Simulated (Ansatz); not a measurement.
**RuNH (singlet): from a generated start to a stationary point**

Where does this start of RuNH (singlet) end when it is relaxed?

Program: Ansatz 0.2.0, Gaussian basis. Level of theory: RKS PBE0/def2-TZVP. These are calculated values, not measurements.

### Step 1. Where the work starts

3 atoms, charge 0, spin multiplicity 1.

Atoms are counted from 1 here; the program's logs count them from 0.

Bond lengths: Ru1–N2 1.738 Å, N2–H3 1.046 Å. Angles: Ru1–N2–H3 112.5°.

As a file:

```xyz
3
HNRu
Ru   -0.2280    0.0142   -0.0005
N     1.5017   -0.1575    0.0034
H     1.9949    0.7648    0.0002
```

The start was built by rule and, where that kept it together, relaxed with GFN2-xTB. Sticks and bond lists go by distance. No spin-orbit coupling is included. Elements past krypton take def2 core potentials.

### Step 2. The run

in.yaml reads:

```yaml
crystal:
  periodic: [false, false, false]
  atoms:
    - {symbol: Ru, position_ang: [-0.228001, 0.014195, -0.000469]}
    - {symbol: N, position_ang: [1.501663, -0.157470, 0.003374]}
    - {symbol: H, position_ang: [1.994891, 0.764836, 0.000152]}
basis:
  gaussian: {orbitals: def2-TZVP}
hamiltonian: {xc: pbe0}
relax: {f_tol: 0.004, max_steps: 80}
```

Command:

```console
ansatz run in.yaml --threads 1 --pin off --events-out ev --progress --plain --max-ram 2176MiB
```

What does the calculation give? Wanted: energy gained; shift from the start; total energy; dipole moment.

**Answer**, as computed:

```
                  quantity          value
                     steps              8
             energy gained       0.256 eV
shift from the start (rms)        0.210 Å
              total energy  -4083.3595 eV
             dipole moment         2.44 D
```

The bonds of the start are those of the end. Ru1–N2 went from 1.738 to 1.639 Å. No vibrations were run, so this is a stationary point, not a proven minimum, and this spin need not be the ground state's.
